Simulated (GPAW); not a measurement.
Runs of GPAW 26.7.0 on Cu3O2. The structure is tetragonal, space group I4/mmm (No. 139). Conventional cell: a = 4.046 Å, b = 4.046 Å, c = 7.347 Å, α = 90.00°, β = 90.00°, γ = 90.00°. Cu (site symmetry 4/mmm) is surrounded by 4 O at 2.02 Å. Cu (site symmetry -4m2) is surrounded by 2 O at 1.84 Å. O (site symmetry mmm) is surrounded by 4 Cu at 1.84 to 2.02 Å. The cell comes from a database or a generator and needn't be the stable form of this composition.

```csv
task,level,potentials or basis,k mesh,smearing,band path,band points,mesh quality,gap on the mesh (eV),pressure (GPa)
single point,PBE,"GPAW PAW data sets (gpaw-data 1.2.1), pw",9 × 9 × 9,fermi-dirac 0.05 eV,-,-,not flagged,none,2.7
band structure,PBEsol,"PAW data sets generated in the run's folder for this functional, pw",6 × 6 × 6,fermi-dirac 0.05 eV,"GXYSGZS1NPY1Z,XP",80,coarse,-,(a)
single point,PBEsol,"PAW data sets generated in the run's folder for this functional, pw",9 × 9 × 9,fermi-dirac 0.05 eV,-,-,not flagged,none,-3.9
band structure,LDA,"the program's PAW data sets (release 1.2.1) made for this functional, pw",6 × 6 × 6,fermi-dirac 0.05 eV,"GXYSGZS1NPY1Z,XP",80,coarse,-,-10.4
single point,PBEsol,"PAW data sets generated in the run's folder for this functional, pw",9 × 9 × 9,gaussian 0.02 eV,-,-,not flagged,none,-3.9
single point,TB-mBJ,"GPAW PAW data sets for LDA (gpaw-data 1.2.1), pw",6 × 6 × 6,fermi-dirac 0.05 eV,-,-,coarse,none,-
single point,PBEsol,"PAW data sets generated in the run's folder for this functional, pw",9 × 9 × 9,gaussian 0.05 eV,-,-,not flagged,none,-3.9
```

Alike in all rows: no spin polarisation; cell as given; cutoff (eV) 800.

Problem. Fill in the values left out.

Solution. (a) -3.8.

Caveats: some runs use coarse meshes; an odd number of electrons without spin polarisation forces a metal; a magnetic or distorted state may lie lower; the run has no spin polarisation, though such a crystal can be magnetic; semilocal functionals often make such compounds metallic where correlation or magnetic order opens a gap, which also shifts bond lengths; a model potential gives levels but no total energy (some runs); the PAW data sets were made with another functional, which shifts forces and pressure a little (some runs).

A k mesh can miss the band edges.

A gap of «none» marks a metal or a gap under the smearing width.

Not every run made on this cell is shown here.
